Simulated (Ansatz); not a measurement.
This script makes an atomisation energy of AlGeH4N, SMILES [NH]1[AlH][GeH2]1 with Ansatz 0.2.0, Python API.

The script, `tae_algeh4n.py`:
```python
"""Atomisation energy of AlGeH4N at the given geometry."""

from collections import Counter
from dataclasses import dataclass

import ansatz as az
from ase import Atoms


@dataclass
class Options:
    basis: str = "6-31G*"
    functional: str = "pbe0"


opts = Options()


def single_point(molecule, charge=0, unpaired=0):
    calc = (
        molecule.calculation()
        .basis(gaussian=opts.basis)  # the orbital basis, by name
        .functional(opts.functional)
    )
    if charge:
        calc = calc.charge(charge)
    if unpaired:
        calc = calc.spin("collinear", total=unpaired)
    report = calc.run().report
    if report["published_state_doubts"]:
        print("  doubts:", report["published_state_doubts"])
    return report["free_energy_ev"]

atoms = Atoms(["N", "Al", "Ge", "H", "H", "H", "H"], positions=[
    [-0.512, -0.9555, -0.3488],
    [0.0477, 0.6078, -1.3213],
    [0.3205, 0.008, 0.9887],
    [-1.5081, -0.7544, -0.204],
    [0.7267, 1.242, -2.6379],
    [-0.6443, 0.5861, 2.0455],
    [1.6308, -0.802, 1.4321],
])
mol = az.Crystal.molecule_from_ase(atoms)

# Hund ground states
unpaired = {"N": 3, "Al": 1, "Ge": 2, "H": 1}
counts = Counter(site.symbol for site in mol.cartesian_sites)
atom_energy = {s: single_point(az.Crystal.molecule().atom(s, (0, 0, 0)), 0, unpaired[s]) for s in counts}
whole = single_point(mol, 0, 0)
for s, e in atom_energy.items():
    print(f"{s:2s} x{counts[s]}  {e:14.5f} eV")
print(f"AlGeH4N: {whole:.5f} eV")
split = sum(counts[s] * e for s, e in atom_energy.items()) - whole
print(f"atomisation energy (no zero-point term): {split:.3f} eV, {split / sum(counts.values()):.3f} eV an atom")
```

What does it cost to take this molecule apart into atoms?

17.617 eV from the electronic energies, without the zero-point term.

The output:

Output of `python tae_algeh4n.py`:
```text
N  x1     -1483.72008 eV
Al x1     -6591.44102 eV
Ge x1    -56501.22235 eV
H  x4       -13.58146 eV
AlGeH4N: -64648.32624 eV
atomisation energy (no zero-point term): 17.617 eV, 2.517 eV an atom
```

Caveats:
- Total energies depend on the basis set; only differences at equal settings carry meaning.
- The geometry is a force-field or estimated start, not a minimum of this method, and the basis set is short of its limit. All parts are taken at fixed geometry, without zero-point energy.
- Timing: 4.4 s on 1 thread of Arm Neoverse V1, on a shared host, peak memory 0.22 GiB.

(Lines on the test bed's own set-up are left out of the output.)
